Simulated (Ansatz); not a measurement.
# C2F2GeN2: small, medium and large basis sets

How large a basis does C2F2GeN2 need? Two functionals are run in growing sets.

Method: one geometry, several basis sets; program: Ansatz 0.2.0, Gaussian basis.

Plan: PBE0-D4/def2-SVP; ωB97M-V/def2-SVP; PBE0-D4/def2-QZVPP; ωB97M-V/def2-QZVPP; the functionals' def2-TZVPP values are taken from earlier runs.

### Step 1. The relaxed structure

The geometry comes from an earlier relaxation with PBE0-D4 in a triple-zeta def2 set; it is a stationary point, not always the lowest conformer.

SMILES `N#[C][Ge]([F])([F])[C]#N`, 7 atoms, charge 0, spin multiplicity 1.

Atoms are counted from 1 here; the program's logs count them from 0.

Bond lengths: N1–C2 1.150 Å, C2–Ge3 1.894 Å, Ge3–F4 1.700 Å, Ge3–F5 1.700 Å, Ge3–C6 1.894 Å, C6–N7 1.150 Å. Angles: N1–C2–Ge3 179.0°, C2–Ge3–F4 109.0°, C2–Ge3–F5 109.0°, C2–Ge3–C6 112.8°, F4–Ge3–F5 107.8°, F4–Ge3–C6 109.0°, F5–Ge3–C6 109.0°, Ge3–C6–N7 179.0°.

As a file:

```xyz
7

N     0.15191   -2.00176    1.94908
C     0.14097   -1.31464    1.02710
Ge    0.11420   -0.15764   -0.47204
F    -0.99945   -0.75124   -1.61048
F     1.65064   -0.15661   -1.19862
C    -0.35513    1.62004   -0.01778
N    -0.64184    2.69384    0.27723
```

### Step 2. PBE0-D4 in def2-SVP

Contents of in.yaml:

```yaml
crystal:
  periodic: [false, false, false]
  atoms:
    - {symbol: N, position_ang: [0.151911, -2.001755, 1.949079]}
    - {symbol: C, position_ang: [0.140966, -1.314639, 1.027104]}
    - {symbol: Ge, position_ang: [0.114197, -0.157644, -0.472042]}
    - {symbol: F, position_ang: [-0.999445, -0.751237, -1.610475]}
    - {symbol: F, position_ang: [1.650645, -0.156610, -1.198621]}
    - {symbol: C, position_ang: [-0.355131, 1.620041, -0.017776]}
    - {symbol: N, position_ang: [-0.641843, 2.693844, 0.277232]}
basis:
  gaussian: {orbitals: def2-SVP}
hamiltonian: {xc: pbe0, dispersion: d4}
output: {orbitals: {seedname: orbitals}}
```

Command:

```sh
$ ansatz run in.yaml --threads 4 --pin off --events-out ev --progress --plain --max-ram 10444MiB
```

After this run come: ωB97M-V in def2-SVP; PBE0-D4 in def2-QZVPP; ωB97M-V in def2-QZVPP.

Q: Predict the results of all the runs planned. Wanted: PBE0-D4: double and triple zeta above quadruple; ωB97M-V: double and triple zeta above quadruple.

The runs gave:

| quantity | value |
| --- | --- |
| PBE0-D4: double and triple zeta above quadruple | 21.62, 1.79 eV |
| ωB97M-V: double and triple zeta above quadruple | 21.79, 1.70 eV |

**Reading.** PBE0-D4 gains 19.83 eV from double to triple zeta, then 1.79 eV more. Total energies overstate the basis error of differences, where much of it tends to cancel.
